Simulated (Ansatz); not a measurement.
# C (fcc type): the cost of one run

Computed with Ansatz 0.2.0 (DFT PBEsol, with the methods named in each step, unless a step's input says otherwise).

1 further run of the same task is left out (it didn't finish). Runs told in other sessions of the task aren't counted.

### 1 Starting point

The structure is cubic, space group Fm-3m (No. 225). Conventional cell: a = 2.962 Å, b = 2.962 Å, c = 2.962 Å, α = 90.00°, β = 90.00°, γ = 90.00°. C (site symmetry m-3m) has 12 C at 2.09 Å in its first shell of neighbours.

Structure file:

```cif
data_structure
_symmetry_space_group_name_H-M 'P 1'
_symmetry_Int_Tables_number 1
_cell_length_a 2.0948
_cell_length_b 2.0948
_cell_length_c 2.0948
_cell_angle_alpha 60.000
_cell_angle_beta 60.000
_cell_angle_gamma 60.000
_cell_volume 6.50
loop_
_atom_site_label
_atom_site_type_symbol
_atom_site_fract_x
_atom_site_fract_y
_atom_site_fract_z
_atom_site_occupancy
C1 C 0.00000 0.00000 0.00000 1
```

Whether this phase is the stable one at these pressures isn't tested.

### 2 Cell relaxed at zero pressure, PAW

input.yaml reads:

```yaml
crystal:
  lattice:
    - [0.0, 1.4812480342, 1.4812480342]
    - [1.4812480342, 0.0, 1.4812480342]
    - [1.4812480342, 1.4812480342, 0.0]
  atoms:
    - { symbol: C, position: [0.0, 0.0, 0.0] }
kpoints:
  mp_grid: { grid: [24, 24, 24] }
scf:
  occupations: { method: fermi_dirac, width: 0.08 }
hamiltonian:
  xc: pbesol
  pseudopotentials: { kind: paw }
output:
  forces: true
  stress: true
relax:
  f_tol: 0.005
  max_steps: 40
  cell: {}
```

Launch:

```sh
> ansatz run input.yaml --threads 1 --pin off --max-ram 2048MiB --backend cpu --events-out ev --progress --plain --runs-dir out
```

What time and memory should one allow on 1 thread of Arm Neoverse V1, shared host?

About 10 s, with a peak of 0.28 GiB.
